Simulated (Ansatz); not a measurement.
# Ge20BH11: the cost of one run

Program: Ansatz 0.2.0. Level of theory: DFT PBE, plane waves, PAW, scalar-relativistic, no spin polarisation. These are calculated values, not measurements.

## Step 1: The starting structure

The cell holds 32 atoms (BGe20H11): a = 8.004 Å, b = 8.004 Å, c = 17.514 Å, α = 90.00°, β = 90.00°, γ = 90.00°.

Its coordinates follow in the input file.

## Step 2: Preparing the start

The input, input.yaml:

```yaml
accuracy: low
crystal:
  lattice:
    - [8.004449, 0.0, 0.0]
    - [0.0, 8.004449, 0.0]
    - [0.0, 0.0, 17.51435]
  atoms:
    - { symbol: H, position: [0.4080121, 0.0, 0.057096] }
    - { symbol: H, position: [0.0919879, 0.0, 0.057096] }
    - { symbol: H, position: [0.9080121, 0.0, 0.057096] }
    - { symbol: H, position: [0.5919879, 0.0, 0.057096] }
    - { symbol: H, position: [0.4080121, 0.5, 0.057096] }
    - { symbol: H, position: [0.0919879, 0.5, 0.057096] }
    - { symbol: H, position: [0.9080121, 0.5, 0.057096] }
    - { symbol: H, position: [0.5919879, 0.5, 0.057096] }
    - { symbol: Ge, position: [0.25, 0.0, 0.1081599] }
    - { symbol: Ge, position: [0.75, 0.0, 0.1081599] }
    - { symbol: Ge, position: [0.25, 0.5, 0.1081599] }
    - { symbol: Ge, position: [0.75, 0.5, 0.1081599] }
    - { symbol: Ge, position: [0.25, 0.25, 0.1889508] }
    - { symbol: Ge, position: [0.75, 0.25, 0.1889508] }
    - { symbol: Ge, position: [0.25, 0.75, 0.1889508] }
    - { symbol: Ge, position: [0.75, 0.75, 0.1889508] }
    - { symbol: Ge, position: [0.0, 0.25, 0.2697417] }
    - { symbol: Ge, position: [0.5, 0.25, 0.2697417] }
    - { symbol: Ge, position: [0.0, 0.75, 0.2697417] }
    - { symbol: Ge, position: [0.5, 0.75, 0.2697417] }
    - { symbol: Ge, position: [0.0, 0.0, 0.3505326] }
    - { symbol: Ge, position: [0.5, 0.0, 0.3505326] }
    - { symbol: Ge, position: [0.0, 0.5, 0.3505326] }
    - { symbol: Ge, position: [0.5, 0.5, 0.3505326] }
    - { symbol: Ge, position: [0.25, 0.0969069, 0.4290396] }
    - { symbol: Ge, position: [0.75, 0.0969069, 0.4290396] }
    - { symbol: Ge, position: [0.25, 0.4030931, 0.408485] }
    - { symbol: Ge, position: [0.75, 0.4030931, 0.408485] }
    - { symbol: B, position: [-0.00894, 0.4060753, 0.4747164] }
    - { symbol: H, position: [0.074904, 0.5288441, 0.4849081] }
    - { symbol: H, position: [-0.1571797, 0.4172999, 0.4849081] }
    - { symbol: H, position: [0.0554557, 0.2720821, 0.4849081] }
basis:
  ecutwfc: 420.0
kpoints:
  mp_grid: { grid: [1, 1, 1] }
hamiltonian:
  xc: pbe
  pseudopotentials: { kind: paw, azcp: { folder: soft_1 } }
scf:
  occupations: { method: fermi_dirac, width: 0.05 }
  lower_state_search: "off"
relax:
  f_tol: 0.08
  max_steps: 25
  adjacent_minimum: "off"
  constraints: [{ sites: [0, 1, 2, 3, 4, 5, 6, 7, 8, 9, 10, 11] }]
```

The run is started by

```sh
ansatz run input.yaml --threads 2 --pin off --max-ram 5120MiB --backend cpu --events-out ev --progress --plain --runs-dir out
```

What time and memory should one allow on 2 threads of Arm Neoverse V2, shared host?

About 94 s, with a peak of 0.94 GiB.
